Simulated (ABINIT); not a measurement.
Wanted: the native input for an ABINIT 10.8.3 (patched build) run.

| Quantity | Value |
| --- | --- |
| Task | single point |
| Functional | PBEsol |
| Potentials or basis | PseudoDojo NC SR PBEsol v0.4.1 standard |
| Cutoff | 1088 eV |
| k mesh | 6 × 6 × 6 |
| Occupations | fermi-dirac, width 0.05 eV |
| Spin | no spin polarisation |

Crystal: GaGe3.

```
CELL_PARAMETERS angstrom
4.27847 0.00000 0.00000
0.00000 4.27847 0.00000
0.00000 0.00000 4.27847
ATOMIC_POSITIONS crystal
Ge 0.50060 0.49937 0.99202
Ge 0.51509 0.99312 0.49466
Ge 0.01245 0.49265 0.49997
Ga 0.00368 0.00652 0.00590
```

The cell comes from a database or a generator and needn't be the stable form of this composition.

The cell isn't the ideal one: atoms moved at random, drawn with an rms of 0.05 Å.

One way to write it, as run:

run.abi

```
pp_dirpath "./"
pseudos "Ge.upf, Ga.upf"

acell 3*1.0
rprim
     8.0851289735     0.0000000000     0.0000000000
     0.0000000000     8.0851289735     0.0000000000
     0.0000000000     0.0000000000     8.0851289735
ntypat 2
znucl 32 31
natom 4
typat 1 1 1 2
xred
     0.5006010000     0.4993680000    -0.0079840000
     0.5150890000    -0.0068830000     0.4946610000
     0.0124480000     0.4926530000     0.4999670000
     0.0036790000     0.0065190000     0.0059030000
chkprim 0
chksymtnons 0
tolsym 1.0e-6

ecut 40.0

kptopt 1
ngkpt 6 6 6
nshiftk 1
shiftk 0.0 0.0 0.0

ixc -116133

nband 33
occopt 3
tsmear 0.05 eV

nstep 100
tolvrs 1.0e-10

iomode 3
prtwf 0
prteig 0
prtebands 0
enunit 2
prtden 1
prtvha 1
prtvclmb 1
prtpot 1
prtelf 1
```

Potentials or basis: PseudoDojo NC SR PBEsol v0.4.1 standard.

Launch:

```bash
$ mpirun --bind-to none -np 4 abinit run.abi > log 2>&1
```

It gave:

```json
{
 "Pressure": "-3.4 GPa",
 "Largest force": "0.109 eV/Å",
 "Band gap on the k mesh": "none (metal or under the smearing width)",
 "Valence electrons inside the program's atomic spheres": "Ge 11.44, 11.45; Ga 10.76"
}
```

Wall time 2.5 min on 4 MPI ranks on AMD EPYC 9R45 96-Core Processor (Zen 5), with other jobs on the host, peak memory 0.68 GiB a rank.
